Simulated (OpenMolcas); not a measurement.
# Tc⁴⁺ among point charges: CASSCF and CASPT2 levels and susceptibility

How does a field of 6 point charges split the states of Tc⁴⁺, and what χT follows?

The numbers are computed with OpenMolcas 26.06 (state-averaged CASSCF and CASPT2, spin-orbit coupling by RASSI with atomic mean-field integrals), except any that are marked as measured or tabulated.

**1. The atom as given**

* Species: Tc⁴⁺ (technetium, Z = 43, 39 electrons)
* Basis: ANO-RCC-VTZP [7s6p4d2f1g], 68 functions
* Scalar Hamiltonian: DKH2, point nucleus
* Inactive shells: 1s 2s 2p 3s 3p 3d 4s 4p
* Active space: 3 electrons in 5 orbitals (4d)
* Some configurations of this space: 4d3
* Orbitals: optimised for each spin and parity, averaged over all roots

The outer shells:

4d3
```
4d [↑ ][↑ ][↑ ][  ][  ]
```

The ion sits among 6 point charges of -1.7 e arranged as an octahedron (Oh), 2.07 Å from the ion.

The work runs as a chain of OpenMolcas steps in one folder; each step below is one input file. Labels, J, g values, rates, χT and fits are worked out afterwards by a script from the matrices that RASSI stores. The input lists half of the charges; inversion (Group=XYZ) makes the rest.

**2. Basis and integrals**

a.inp

```
&GATEWAY
Coord
1

Tc 0.0 0.0 0.0
Basis=ANO-RCC-VTZP
Group=XYZ
NoMove
AngMom=0.0 0.0 0.0
AMFI
XField
3 Angstrom 0
2.070000 0.000000 0.000000 -1.700000
0.000000 2.070000 0.000000 -1.700000
0.000000 0.000000 2.070000 -1.700000
&SEWARD
```

On the command line:

```bash
OMP_NUM_THREADS=1 MOLCAS_MEM=1689 MOLCAS_PROJECT=a pymolcas a.inp > a.log
```

**3. Reference wave functions, quartets of even parity, 10 roots**

a.inp

```
&RASSCF
FileOrb=start.orb
Symmetry=1
Spin=4
nActEl=3 0 0
Inactive=9 9
Ras2=5 0
CIRoot=10 10 1
SDav=10
CIMx=300
Iter=120 100
PrWF=0.3
OrbListing=Nothing
MaxOrb=0
>>> COPY $Project.JobIph JOB001
```

start.orb holds the contracted functions of the basis, ordered by shell, or the orbitals of the step before.

**4. CASSCF: doublets of even parity, 40 roots**

a.inp

```
&RASSCF
FileOrb=start.orb
Symmetry=1
Spin=2
nActEl=3 0 0
Inactive=9 9
Ras2=5 0
CIRoot=40 40 1
SDav=40
CIMx=300
Iter=120 100
PrWF=0.3
OrbListing=Nothing
MaxOrb=0
>>> COPY $Project.JobIph JOB002
```

**5. State interaction with spin-orbit coupling**

a.inp

```
&RASSI
NrOfJobIphs=2 10 40
1 2 3 4 5 6 7 8 9 10
1 2 3 4 5 6 7 8 9 10 11 12 13 14 15 16 17 18 19 20 21 22 23 24 25 26 27
28 29 30 31 32 33 34 35 36 37 38 39 40
IphNames
JOB001
JOB002
EJob
SpinOrbit
DIPRint=1.0
SOCoupling=1000.0
Subsets=2
Property=9
'ANGMOM' 1 'ANGMOM' 2 'ANGMOM' 3 'MLTPL  1' 1 'MLTPL  1' 2 'MLTPL  1' 3
'AMFI' 1 'AMFI' 2 'AMFI' 3
SOProperty=3
'ANGMOM' 1 'ANGMOM' 2 'ANGMOM' 3
```

**6. CASPT2: IPEA 0.25, imaginary shift 0.1 (closed shells correlated: 4s 4p)**

a.inp

```
>>> COPY JOB001 $Project.JobIph
&CASPT2
Multistate=10 1 2 3 4 5 6 7 8 9 10
NoMult
Frozen=8 6
IPEA=0.25
Imaginary=0.1
MaxIter=60
WThr=0.0 0.3 0.05
PrWF=0.5
NoMix
>>> COPY JOB002 $Project.JobIph
&CASPT2
Multistate=40 1 2 3 4 5 6 7 8 9 10 11 12 13 14 15 16 17 18 19 20 21 22
23 24 25 26 27 28 29 30 31 32 33 34 35 36 37 38 39 40
NoMult
Frozen=8 6
IPEA=0.25
Imaginary=0.1
MaxIter=60
WThr=0.0 0.3 0.05
PrWF=0.5
NoMix
```

(Steps that only read results are left out.)

Q: Predict the outcome of this session. Wanted: spin-free ground state; first state of the same spin within the active space; lowest level; next level.

As calculated:

| quantity | value |
| --- | --- |
| method | SS-CASPT2, IPEA 0.25, imaginary shift 0.1 (closed shells correlated: 4s 4p) |
| spin-free ground state | 4A2, 1-fold in its orbital part |
| first state of the same spin within the active space | 4T2 at 5940 cm⁻¹ |
| lowest level | 4-fold Γ8 |
| next level | 5805.6 cm⁻¹ |
| χT at 300 K | 1.15 cm³ K/mol |
| effective moment at 300 K | 3.03 μB |

Cost by method:

```tsv
method	time of its own steps	time with the reference
A. CASSCF	16 s	16 s
B. SS-CASPT2, IPEA 0.25, imaginary shift 0.1, +4s 4p	11 s	26 s
```

Times are of one thread on a shared host.

In words: The spin-free ground state (4A2) comes to 100 % from free-ion F terms and keeps the highest spin of the shell. χT at 300 K is 1.15, against 1.88 cm³ K/mol for the spin alone, so spin-orbit coupling lowers it. CASPT2 does not keep the components of a term degenerate, and the means are used. The field of point charges can differ much from that of real complexes. This is an electrostatic model: the charges have no orbitals.
